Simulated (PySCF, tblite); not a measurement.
# C₄H₁₂SSi₂: geometry, infrared bands and NMR shifts

Wanted: the infrared bands and NMR shifts of C₄H₁₂SSi₂ (`CC(=S)[SiH2]CC[SiH3]`), by calculation.

Computed with tblite 0.8.0 and PySCF 2.14.0, with density-fitted response routines of our own, on a single molecule in the gas phase. Atoms count from 0, in the outputs and in this text.

### 1 The molecule as given

19 atoms, charge 0, multiplicity 1; geometry from: force field or distance geometry start.

Bonds of the start (Å): C0–C1 1.50, C1–S2 1.47, C1–Si3 1.83, Si3–C4 1.86, C4–C5 1.49, C5–Si6 1.87, C0–H7 1.12, C0–H8 1.11, C0–H9 1.11, Si3–H10 1.50, Si3–H11 1.48, C4–H12 1.13, C4–H13 1.12, C5–H14 1.12, C5–H15 1.14, Si6–H16 1.47, Si6–H17 1.47, Si6–H18 1.46.

### 2 Relaxing the molecule with GFN2-xTB

Job settings and geometry (Å):

```
{"job": {"kind": "relax", "xc": "GFN2-xTB", "basis": "xTB"}, "charge": 0, "multiplicity": 1}
C      2.770600     0.824200    -0.731000
C      2.007300    -0.049800     0.224700
S      2.186000     0.166700     1.662800
Si     0.914100    -1.375700    -0.411400
C     -0.871600    -0.879700    -0.520500
C     -1.144200     0.252900     0.410500
Si    -2.917300     0.835700     0.353400
H      3.546200     0.147600    -1.173700
H      2.102700     1.207900    -1.525600
H      3.237100     1.640600    -0.134500
H      0.964800    -2.518900     0.562800
H      1.411800    -1.946300    -1.679900
H     -1.460200    -1.792700    -0.217900
H     -1.162100    -0.667100    -1.576500
H     -0.531200     1.144800     0.138800
H     -0.945900    -0.034100     1.491000
H     -3.851800    -0.204200     0.817600
H     -2.998300     1.952700     1.301300
H     -3.267700     1.304500    -0.984200
```

On the command line:

```console
$ OMP_NUM_THREADS=1 python probes_run.py task.json out
```

The driver reads the jobs from task.json and runs them one after another.

**Question.** This job is followed by: GFN2-xTB harmonic vibrations, gas phase; GIAO PBE0/pcSseg-1 NMR shielding, non-relativistic, gas phase. What will the session give for the following? strongest single infrared mode (GFN2-xTB); zero-point energy (GFN2-xTB); ¹³C shifts against TMS (PBE0/pcSseg-1); ¹H shifts against TMS (PBE0/pcSseg-1, means over atoms taken as alike); ³³S shifts against CS2 (PBE0/pcSseg-1); ²⁹Si shifts against TMS (PBE0/pcSseg-1).

**Answer**, as computed:

```
                                                              quantity                             value
                             strongest single infrared mode (GFN2-xTB)             2246 cm⁻¹, 335 km/mol
                                          zero-point energy (GFN2-xTB)                     86.9 kcal/mol
                                ¹³C shifts against TMS (PBE0/pcSseg-1)        329.4, 52.4, 10.8, 5.1 ppm
¹H shifts against TMS (PBE0/pcSseg-1, means over atoms taken as alike)  4.73, 3.82, 3.58, 0.85, 0.58 ppm
                                ³³S shifts against CS2 (PBE0/pcSseg-1)                          1461 ppm
                               ²⁹Si shifts against TMS (PBE0/pcSseg-1)                  -34.0, -65.8 ppm
```

Relaxing lowered the energy by 1.181 eV in 137 steps; the close pair that moved most is C1–S2, from 1.465 to 1.630 Å. The lowest mode is slightly imaginary (12i cm⁻¹), a soft motion within the noise of the Hessian, so the minimum is not strictly shown. The strongest single mode, at 2246 cm⁻¹, moves mainly H18. GFN2-xTB is a fitted tight-binding method: band positions and strengths are rough. Its intensities can rank the bands wrongly. C1 (thiocarbonyl carbon) lies farthest downfield among carbon, at 329.4 ppm; the small n→π* gap of C=S deshields it strongly. At PBE0/pcSseg-1: Shielding is most anisotropic at S2 (span 3421 ppm, paramagnetic term -2015 ppm).
